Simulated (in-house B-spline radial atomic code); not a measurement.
# Os¹⁶⁺: ionisation energy by several methods

Aim: the ionisation energy of Os¹⁶⁺ by several methods, each as the difference of two self-consistent energies (Os¹⁶⁺ and the next ion, [Kr] 4d10 4f12 5s1).

Method: Dirac-Coulomb, several functionals; spherical all-electron atom at the radial basis limit. Code: in-house B-spline radial atomic code version 1.

## Step 1: Starting point

```
element       : osmium (Z = 76)
charge        : +16
electrons     : 60
configuration : [Kr] 4d10 4f12 5s2
nucleus       : Fermi, rms radius 5.413 fm
```

The outer shells:

[Kr] 4d10 4f12 5s2
```
[Kr] core
4d [↑↓][↑↓][↑↓][↑↓][↑↓]
4f [↑↓][↑↓][↑↓][↑↓][↑↓][↑ ][↑ ]
5s [↑↓]
```

The boxes only draw the filling; these runs are spin-restricted and spherical.

## Step 2: PBEsol, a GGA

Settings of the run:

```ini
Z = 76
electrons = 60.0
configuration = [Kr] 4d10 4f12 5s2
hamiltonian = dirac
method = pbesol
spin_polarised = False
nucleus = fermi
rms_radius = 5.4126
mass_number = 192
atomic_mass = 191.961478765
speed_of_light = 137.035999084
```

## Step 3: OLYP, a GGA

Changes to the settings of step 2:

```diff
@@ -4,3 +4,3 @@
 hamiltonian = dirac
-method = pbesol
+method = optx,lyp
 spin_polarised = False
```

## Step 4: AM05, a GGA

Changes to the settings of step 3:

```diff
@@ -4,3 +4,3 @@
 hamiltonian = dirac
-method = optx,lyp
+method = am05
 spin_polarised = False
```

**Question.** The tabulated ionisation energy is 410 ± 21 eV (tabulated theoretical; NIST Atomic Spectra Database). What does each method give, and which comes nearest?

**Answer**, as computed:

| method | rung | total energy (hartree) | ΔSCF (eV) | with Breit, QED, recoil (eV) | −ε highest (eV) | corrected ΔSCF less tabulated (eV) |
| --- | --- | --- | --- | --- | --- | --- |
| PBEsol | GGA | -17183.0535 | 406.79 | 406.19 | 390.41 (4f7/2) | -3.81 |
| OLYP | GGA | -17194.0305 | 406.52 | 405.91 | 391.88 (4f7/2) | -4.09 |
| AM05 | GGA | -17178.5002 | 406.83 | 406.23 | 390.55 (4f7/2) | -3.77 |

What this shows: The tabulated ionisation energy is 410 ± 21 eV (tabulated theoretical; NIST Atomic Spectra Database). AM05 comes nearest (-3.77 eV) and OLYP is farthest (-4.09 eV, 1.00 %). The table's own uncertainty is as large as these misses, so the order means little. All methods miss on the same side by much the same amount, which points to something that they share. Open shells are averaged (over orientations, and over spins where the run is restricted), while tables refer to the lowest levels. ΔSCF removes a 5s electron, which is never the highest level here, so the two columns refer to different electrons.

Members of this set that are not shown: 1 used exact exchange with fractional occupations of an open shell, which is unsound here.
